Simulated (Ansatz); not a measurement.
# InSb3: a tetragonal deformation path

The task here is to estimate one member of a computed series from the others.

Method: DFT PBEsol+D3(BJ), scalar-relativistic, plane waves, PAW, in Ansatz 0.2.0.

2 further runs of the same task are left out: 2 set aside as unsound or not needed. Runs told in other sessions of the task aren't counted.

## The system as given

It takes space group Fm-3m (No. 225, cubic). The conventional cell has a = 7.324 Å, b = 7.324 Å, c = 7.324 Å, α = 90.00°, β = 90.00°, γ = 90.00°. In (site symmetry m-3m) has 8 Sb at 3.17 Å in its first shell of neighbours. Sb (site symmetry -43m) has 4 In at 3.17 Å and 4 Sb at 3.17 Å in its first shell of neighbours. Sb (site symmetry m-3m) is surrounded by 8 Sb at 3.17 Å.

As a file:

```
CELL_PARAMETERS angstrom
0.00000 3.66207 3.66207
3.66207 0.00000 3.66207
3.66207 3.66207 0.00000
ATOMIC_POSITIONS crystal
In 0.00000 0.00000 0.00000
Sb 0.25000 0.25000 0.25000
Sb 0.75000 0.75000 0.75000
Sb 0.50000 0.50000 0.50000
```

It goes back to an entry of the Materials Project, which need not be the stable form.

This cell was relaxed beforehand with the same method: volume 24.56 Å³/atom, gap on the mesh none (metal).

Set-up of the first run:

File input.yaml:

```yaml
crystal:
  lattice:
    - [0.0, 3.6620664019, 3.6620664019]
    - [3.6620664019, 0.0, 3.6620664019]
    - [3.6620664019, 3.6620664019, 0.0]
  atoms:
    - { symbol: In, position: [0.0, 0.0, 0.0] }
    - { symbol: Sb, position: [0.25, 0.25, 0.25] }
    - { symbol: Sb, position: [0.75, 0.75, 0.75] }
    - { symbol: Sb, position: [0.5, 0.5, 0.5] }
basis:
  ecutwfc: 420
kpoints:
  mp_grid: { grid: [12, 12, 12] }
hamiltonian:
  xc: pbesol
  dispersion: d3bj
scf:
  occupations: { method: gaussian, width: 0.15 }
output:
  forces: true
  stress: true
  eigenvalues: true
  write_density: true
  write_potential: true
  elf: true
  volumetric_format: npy
```

Run with:

```
$ ansatz run input.yaml --threads 1 --pin off --max-ram 2560MiB --backend cpu --events-out ev --progress --plain --runs-dir out
```

Steps of the session up to this table: The reference: the undisturbed cell on the scan's mesh; At ρ = 0.707; At ρ = 1.414; At ρ = 0.850; At ρ = 1.200; Point ρ = 0.780; At ρ = 1.300; Point ρ = 0.920; Point ρ = 1.100; At ρ = 0.650; ρ = 1.500; ρ = 0.960; ρ = 1.050.

One table of the session follows, with a row left open; its other results are not shown here.

It belongs to the step «The scan collected». The scan, with free energies counted from the undisturbed cell:

| ρ | ΔE (meV/atom) | pressure (GPa) |
| --- | --- | --- |
| 0.650 | 276.4 | 8.5 |
| 0.707 | 125.1 | 4.7 |
| 0.780 | 38.0 | 2.2 |
| 0.850 | 15.5 | 1.1 |
| 0.920 | 5.8 | 0.5 |
| 0.960 | 1.2 | 0.3 |
| 1.000 | 0.0 | 0.3 |
| 1.050 | 2.9 | 0.3 |
| 1.100 | ? | ? |
| 1.200 | 36.9 | 1.0 |
| 1.300 | 48.4 | 1.3 |
| 1.414 | 56.1 | 1.4 |
| 1.500 | 54.5 | 1.4 |

**Question.** Estimate the row for ρ = 1.100.

Worked estimate for «ΔE (meV/atom)». A straight line through the neighbours (1.050, 2.9) and (1.200, 36.9) gives 2.9 + (36.9 − 2.9) × (1.100 − 1.050) / (1.200 − 1.050) = 14.2; a parabola fitted to 4 rows on both sides gives 16.8.

**Answer.** ΔE (meV/atom): 12.8; pressure (GPa): 0.5. In «ΔE (meV/atom)» the line misses by +1.4 and the parabola by +4.0.
